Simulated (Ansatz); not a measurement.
**CH6GeN2: a ladder of functionals and wavefunction methods**

An exercise on one series of results from a longer session: the logs are not shown, and one member is left open.

Method: functionals in def2-TZVPP, the program's frozen cores in correlated methods; program: Ansatz 0.2.0, Gaussian basis.

Plan: PBE-D4, r2SCAN-D4, PBE0-D4, B3LYP-D4, ωB97X-V, ωB97M-V, B2PLYP; CCSD(T)/def2-TZVPP; MP2/def2-QZVPP; extrapolation to the limit.

## The relaxed structure

The geometry comes from an earlier relaxation with PBE0-D4 in a triple-zeta def2 set; it is a stationary point, not always the lowest conformer.

SMILES `C=[N][GeH2][NH2]`, 10 atoms, charge 0, spin multiplicity 1.

Atoms are counted from 1 here; the program's logs count them from 0.

Bond lengths: C1–N2 1.258 Å, C1–H5 1.097 Å, C1–H6 1.104 Å, N2–Ge3 1.872 Å, Ge3–N4 1.829 Å, Ge3–H7 1.546 Å, Ge3–H8 1.534 Å, N4–H9 1.011 Å, N4–H10 1.011 Å. Angles: N2–C1–H5 120.0°, N2–C1–H6 124.9°, H5–C1–H6 115.1°, C1–N2–Ge3 118.8°, N2–Ge3–N4 112.0°, N2–Ge3–H7 108.7°, N2–Ge3–H8 106.9°, N4–Ge3–H7 108.1°, N4–Ge3–H8 107.6°, H7–Ge3–H8 113.6°, Ge3–N4–H9 114.4°, Ge3–N4–H10 114.0°, H9–N4–H10 108.6°.

The first run:

in.yaml

```yaml
crystal:
  periodic: [false, false, false]
  atoms:
    - {symbol: C, position_ang: [-1.518449, 0.571815, -1.171247]}
    - {symbol: N, position_ang: [-1.184654, 0.236930, -0.005592]}
    - {symbol: Ge, position_ang: [0.394077, -0.740037, 0.233674]}
    - {symbol: N, position_ang: [1.572360, 0.123618, 1.333477]}
    - {symbol: H, position_ang: [-2.435319, 1.152111, -1.334602]}
    - {symbol: H, position_ang: [-0.950654, 0.325488, -2.085432]}
    - {symbol: H, position_ang: [1.072693, -0.930619, -1.141773]}
    - {symbol: H, position_ang: [0.004186, -2.057875, 0.914404]}
    - {symbol: H, position_ang: [1.893354, 1.015216, 0.982251]}
    - {symbol: H, position_ang: [1.235605, 0.252252, 2.277740]}
basis:
  gaussian: {orbitals: def2-TZVPP}
hamiltonian: {xc: pbe, dispersion: d4}
output: {forces: true, orbitals: {seedname: orbitals}}
```

Launch:

```
ansatz run in.yaml --threads 4 --pin off --events-out ev --progress --plain --max-ram 10444MiB
```

Among the steps run: PBE-D4 (GGA); r2SCAN-D4 (meta-GGA); PBE0-D4 (hybrid); B3LYP-D4 (hybrid); ωB97X-V (range-separated); ωB97M-V (range-separated); B2PLYP (double hybrid); CCSD(T) in def2-TZVPP; MP2 in def2-QZVPP.

One table of the session follows, with a row left open; its other results are not shown here.

```
            method  atomisation energy (kJ/mol)
            PBE-D4                       3450.2
         r2SCAN-D4                       3360.8
           PBE0-D4                       3366.5
          B3LYP-D4                       3390.6
           ωB97X-V                       3400.3
           ωB97M-V                       3382.6
            B2PLYP                       3349.1
     HF/def2-TZVPP                       2270.1
    MP2/def2-TZVPP                       3318.4
   CCSD/def2-TZVPP                       3229.6
CCSD(T)/def2-TZVPP                       3289.6
           MP2/CBS                       3413.9
       CCSD(T)/CBS                            ?
```

Q: Estimate the row for CCSD(T)/CBS from the others.

The run gave: atomisation energy (kJ/mol): 3385.1. In the column «atomisation energy (kJ/mol)» it lies between ωB97M-V (3382.6) and B3LYP-D4 (3390.6).
